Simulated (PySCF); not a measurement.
# H6PbSi2 (Pb(SiH3)2): the cost of one run

The runs use PySCF 2.14.0; PBE0, Pb def2-SVP with ECP60, Si def2-SVP, H def2-SVP; scalar-relativistic core potentials, no spin–orbit coupling.

2 further runs of the same task are left out: 2 for a known fault of the program.

### Step 1. Starting geometry

9 atoms, charge 0, spin multiplicity 1.

Bond lengths: Pb1–Si2 2.736 Å, Pb1–Si6 2.736 Å, Si2–H3 1.500 Å, Si2–H4 1.500 Å, Si2–H5 1.503 Å, Si6–H7 1.500 Å, Si6–H8 1.500 Å, Si6–H9 1.503 Å. Angles: Si2–Pb1–Si6 84.5°, Pb1–Si2–H3 113.8°, Pb1–Si2–H4 114.5°, Pb1–Si2–H5 106.3°, H3–Si2–H4 107.6°, H3–Si2–H5 107.1°, H4–Si2–H5 107.0°, Pb1–Si6–H7 113.8°, Pb1–Si6–H8 114.5°, Pb1–Si6–H9 106.3°, H7–Si6–H8 107.6°, H7–Si6–H9 107.1°, H8–Si6–H9 107.0°.

Geometry (Å):

```csv
atom,x (Å),y (Å),z (Å)
Pb1,0.0000,0.0000,-0.4801
Si2,1.8383,0.0495,1.5459
H3,1.4726,-0.8156,2.7157
H4,3.2326,-0.3155,1.1309
H5,1.8832,1.4685,2.0410
Si6,-1.8383,-0.0495,1.5459
H7,-1.4726,0.8156,2.7157
H8,-3.2326,0.3155,1.1309
H9,-1.8832,-1.4685,2.0410
```

Formal oxidation states: Pb +2. An earlier session relaxed this geometry at PBE0, Pb def2-SVP with ECP60, Si def2-SVP, H def2-SVP (singlet, point group C2).

Its energy there is -775.004134 Eh.

### Step 2. Multiplicity 3 at the relaxed geometry

run.py (the lines that set the calculation) reads:

```python
mol = gto.M(atom='''
Pb     0.00000     0.00000    -0.48013
Si     1.83828     0.04955     1.54593
H      1.47260    -0.81556     2.71566
H      3.23257    -0.31551     1.13092
H      1.88318     1.46847     2.04105
Si    -1.83828    -0.04955     1.54593
H     -1.47260     0.81556     2.71566
H     -3.23257     0.31551     1.13092
H     -1.88318    -1.46847     2.04105''',
    basis={'Pb': 'def2-SVP', 'Si': 'def2-SVP', 'H': 'def2-SVP'},
    ecp={'Pb': 'def2-SVP'},
    charge=0, spin=2)
mf = dft.UKS(mol, xc='PBE0')
mf.grids.atom_grid = (50, 194)
mf = mf.density_fit()  # fitting sets: Pb def2-universal-JKFIT, Si def2-universal-JKFIT, H def2-universal-JKFIT
mf.conv_tol = 1e-08; mf.max_cycle = 55
mf.kernel(dm0)  # dm0: free metal ions and neutral atoms
```

Run with:

```sh
$ OMP_NUM_THREADS=2 python run.py
```

**Question.** How long does this run take on 2 threads of Arm Neoverse V2, shared host?

About 3.4 s.
